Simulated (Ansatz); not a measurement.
MgS, space group F-43m, a phonon calculation by finite displacements

Computed with Ansatz 0.2.0, Python API.

The script, `run_phonons.py`:
```python
'''Lattice dynamics of MgS in a supercell.'''

from pathlib import Path

import ansatz as az
import numpy as np
from pymatgen.core import Lattice, Structure
from pymatgen.io.ase import AseAtomsAdaptor

pmg_structure = Structure(
    Lattice([(0.0, 2.83312, 2.83312), (2.83312, 0.0, 2.83312), (2.83312, 2.83312, 0.0)]),
    ['Mg', 'S'],
    [
        (0.0, 0.0, 0.0),
        (0.75, 0.75, 0.75),
    ],
)
crystal = az.Crystal.from_ase(AseAtomsAdaptor.get_atoms(pmg_structure))
path = [
    ('K', (-0.375, 0.0, 0.375)),
    ('G', (0.0, 0.0, 0.0)),
    ('L', (0.0, 0.0, 0.5)),
    ('W', (-0.5, -0.25, 0.25)),
    ('X', (-0.5, -0.5, 0.0)),
]

# the k mesh has to be a multiple of the supercell
base = (
    crystal.calculation()
    .occupations('cold', width=0.05)
    .functional('LDA')
    .kpoints(6, 6, 6)
    .phonons('fd', supercell=2, path=[q for _, q in path], intervals=4, temperatures=(0, 500, 50))
)
outcome = base.run(threads=1, runs_dir='runs')
folder = Path(outcome.output_folder) / 'results'
ph = outcome.phonons

print('modes at Gamma (1/cm):', np.round(ph.gamma_omega_inv_cm, 1) + 0.0)
print(f'{ph.n_members} displaced supercells, sum-rule residual {ph.asr_residual_pre_ev_ang2:.1e} eV/A^2')
table = np.loadtxt(folder / 'phbands.tsv', comments='#')
n_modes = len(ph.gamma_omega_inv_cm)
omega = table[:, 1 : 1 + n_modes]
for i, (label, _) in enumerate(path):
    print(f'{label:3s}', ' '.join(f'{v:7.1f}' for v in omega[min(i * 4, len(omega) - 1)]))
# a negative number stands for an imaginary frequency
print(f'lowest {omega.min():.1f}, highest {omega.max():.1f} 1/cm on the path;', 'unstable' if omega.min() < -10 else 'no imaginary branch')
sums = ph.harmonic_sums
print(f'zero-point energy {1000 * sums.zero_point_energy_ev:.2f} meV per cell')
t, f_vib = np.asarray(sums.temperatures_k), np.asarray(sums.vibrational_free_energy_ev)
for temperature, value in zip(t, f_vib):
    print(f'T = {temperature:6.0f} K   F_vib = {1000 * value:9.2f} meV per cell')
```

```console
$ python run_phonons.py
DeckWarning: basis.ecutwfc = 420 eV, auto-derived from the records' recommended cutoffs: set by Mg (normal level)
DeckWarning: phonons: the dynamical matrix that this run interpolates holds no multipole term above the dipole-dipole one, and a site of this crystal is no centre of inversion, so its interpolated transverse optical and acoustic branches and sound speeds can stay off near Gamma, and the density of states and the thermodynamics with them. What a run solves at a wave vector of phonons.qpoints, Gamma apart, where the deck admits one, is free of this, and under fd what a larger phonons.supercell samples
modes at Gamma (1/cm): [  0.    0.    0.  323.1 323.1 323.1]
2 displaced supercells, sum-rule residual 3.3e-04 eV/A^2
K     116.0   175.9   254.6   298.0   316.0   336.9
G       0.0     0.0     0.0   323.1   323.1   413.9
L      78.2    78.2   234.4   319.2   319.2   350.7
W     128.9   173.0   247.6   295.6   319.2   335.7
X     128.5   131.5   270.8   311.2   315.5   334.0
lowest 0.0, highest 413.9 1/cm on the path; no imaginary branch
zero-point energy 88.69 meV per cell
T =      0 K   F_vib =     88.69 meV per cell
T =     50 K   F_vib =     88.10 meV per cell
T =    100 K   F_vib =     83.51 meV per cell
T =    150 K   F_vib =     73.27 meV per cell
T =    200 K   F_vib =     57.47 meV per cell
T =    250 K   F_vib =     36.69 meV per cell
T =    300 K   F_vib =     11.56 meV per cell
T =    350 K   F_vib =    -17.39 meV per cell
T =    400 K   F_vib =    -49.72 meV per cell
T =    450 K   F_vib =    -85.07 meV per cell
T =    500 K   F_vib =   -123.14 meV per cell
```
(Warnings from the package without file and line.)

Caveats:
- The cell isn't relaxed first, so the values belong to this volume.
- Energy and stress may still move on a finer k-point mesh.
- A negative frequency stands for an imaginary mode.
- No non-analytic term is added, so at the zone centre the longitudinal optical modes of a polar crystal aren't split off.
- This cell is a computed structure, which may not be the phase found in nature.
- The structure is taken as given and the supercell is small; imaginary modes can come from an unrelaxed or unstable start.
- Wall time of the script: 54 s on 1 thread of Arm Neoverse V2, on a shared host, peak memory 0.8 GiB.
